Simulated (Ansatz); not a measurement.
**Au: an axial (c/a) deformation path**

The task here is to estimate one member of a computed series from the others.

This is Au in the hcp structure; at room conditions it is fcc.

Method: DFT r2SCAN, scalar-relativistic, plane waves, PAW, in Ansatz 0.2.0.

## The starting structure

It takes space group P6_3/mmc (No. 194, hexagonal). Conventional cell: a = 2.900 Å, b = 2.900 Å, c = 4.880 Å, α = 90.00°, β = 90.00°, γ = 120.00°. Au (site symmetry -6m2) is surrounded by 12 Au at 2.90 to 2.96 Å.

Coordinates:

```
CELL_PARAMETERS angstrom
2.90000 0.00000 0.00000
-1.45000 2.51147 0.00000
0.00000 0.00000 4.88000
ATOMIC_POSITIONS crystal
Au 0.33333 0.66667 0.75000
Au 0.66667 0.33333 0.25000
```

No relaxation comes first: the listed cell is the starting point.

## Zero of energy

The reference gives a free energy of -26327.0022 eV, pressure -1.54 GPa, largest force 0.000 eV/Å and gap on the mesh none (metal). It was computed beforehand with the settings of the runs below.

Set-up of the first run:

At fixed volume and fractional coordinates, lengths along (0.000, 0.000, 1.000) are scaled against those across it; ρ is that ratio over its starting value.

File input.yaml:

```yaml
crystal:
  lattice:
    - [3.0614331787, 0.0, 0.0]
    - [-1.5307165893, 2.6512789047, 0.0]
    - [0.0, 0.0, 4.3789075123]
  atoms:
    - { symbol: Au, position: [0.3333333333, 0.6666666667, 0.75] }
    - { symbol: Au, position: [0.6666666667, 0.3333333333, 0.25] }
basis:
  ecutwfc: 500
kpoints:
  mp_grid: { grid: [24, 24, 12] }
hamiltonian:
  xc: r2scan
scf:
  occupations: { method: gaussian, width: 0.15 }
output:
  forces: true
  stress: true
  eigenvalues: true
```

Command:

```sh
> ansatz run input.yaml --threads 1 --pin off --max-ram 2560MiB --backend cpu --events-out ev --progress --plain --runs-dir out
```

Among the steps run: At ρ = 0.850; ρ = 1.200; At ρ = 0.920; At ρ = 1.100; ρ = 0.960; Point ρ = 1.050; ρ = 0.800; Point ρ = 1.300.

One of the session's tables, all rows but one given; the rest of the session is left out.

It belongs to the step «The scan collected». The scan, with free energies counted from the undisturbed cell:

```
    ρ  ΔE (meV/atom)  pressure (GPa)
0.800          105.2             4.5
0.850              ?               ?
0.920           16.6            -0.9
0.960            3.5            -1.5
1.000            0.0            -1.5
1.050            5.3            -0.9
1.100           21.9             0.8
1.200           99.6             6.7
1.300          212.0            15.8
```

Q: Estimate the row for ρ = 0.850 from the others.

Worked estimate for «ΔE (meV/atom)». A straight line through the neighbours (0.800, 105.2) and (0.920, 16.6) gives 105.2 + (16.6 − 105.2) × (0.850 − 0.800) / (0.920 − 0.800) = 68.3; a parabola fitted to 3 rows on both sides gives 59.3.

**Answer.** ΔE (meV/atom): 58.7; pressure (GPa): 1.7. In «ΔE (meV/atom)» the line misses by +9.6 and the parabola by +0.6.
